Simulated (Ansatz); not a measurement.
# ClH6MgNO: the cost of one run

Method: RKS r2SCAN-D4/STO-3G, in Ansatz 0.2.0.

## (1) Starting point

Bond lengths: Mg1–Cl3 2.140 Å, Mg1–N5 2.475 Å, N5–H8 1.012 Å, N5–H9 1.013 Å, O7–H10 0.960 Å. Angles: Cl3–Mg1–N5 127.0°, Mg1–N5–H8 119.0°, Mg1–N5–H9 120.4°, H8–N5–H9 107.4°.

Structure file:

```xyz
10

Mg   -1.4778   -0.0751   -1.0710
H    -0.2470    1.8131   -0.8238
Cl   -2.2958   -1.0927   -2.7664
H     0.6368   -0.0200    0.8395
N    -0.1844   -1.0750    0.7869
H     0.4571    1.5759   -0.1787
O     1.2752    1.0766    0.6707
H    -0.6164   -1.1541    1.6987
H     0.3634   -1.9133    0.6368
H     2.0890    0.8646    0.2073
```

## (2) Pulling towards end A

Springs on the bonds that form and break draw the guess towards this end; the thresholds are loose.

File input.yaml:

```yaml
crystal:
  periodic: [false, false, false]
  atoms:
    - { symbol: Mg, position_ang: [-1.4778, -0.0751, -1.071] }
    - { symbol: H, position_ang: [-0.247, 1.8131, -0.8238] }
    - { symbol: Cl, position_ang: [-2.2958, -1.0927, -2.7664] }
    - { symbol: H, position_ang: [0.6368, -0.02, 0.8395] }
    - { symbol: "N", position_ang: [-0.1844, -1.075, 0.7869] }
    - { symbol: H, position_ang: [0.4571, 1.5759, -0.1787] }
    - { symbol: O, position_ang: [1.2752, 1.0766, 0.6707] }
    - { symbol: H, position_ang: [-0.6164, -1.1541, 1.6987] }
    - { symbol: H, position_ang: [0.3634, -1.9133, 0.6368] }
    - { symbol: H, position_ang: [2.089, 0.8646, 0.2073] }
basis:
  gaussian: { orbitals: STO-3G }
hamiltonian:
  xc: r2scan
  dispersion: d4
relax:
  f_tol: 0.15
  max_steps: 25
  restrain:
    - { distance: [0, 4], at: 3.42, k: 30.0 }
    - { distance: [3, 6], at: 2.27, k: 30.0 }
    - { distance: [5, 1], at: 1.92, k: 30.0 }
    - { distance: [0, 1], at: 1.72, k: 30.0 }
    - { distance: [3, 4], at: 1.02, k: 30.0 }
    - { distance: [5, 6], at: 0.97, k: 30.0 }
```

Started as:

```console
> ansatz run input.yaml --threads 1 --pin off --max-ram 2048MiB --backend cpu --events-out ev --progress --plain --runs-dir out
```

What time and memory should one allow on 1 thread of Intel Xeon at 2.70GHz, shared host?

About 37 s, with a peak of 0.17 GiB.
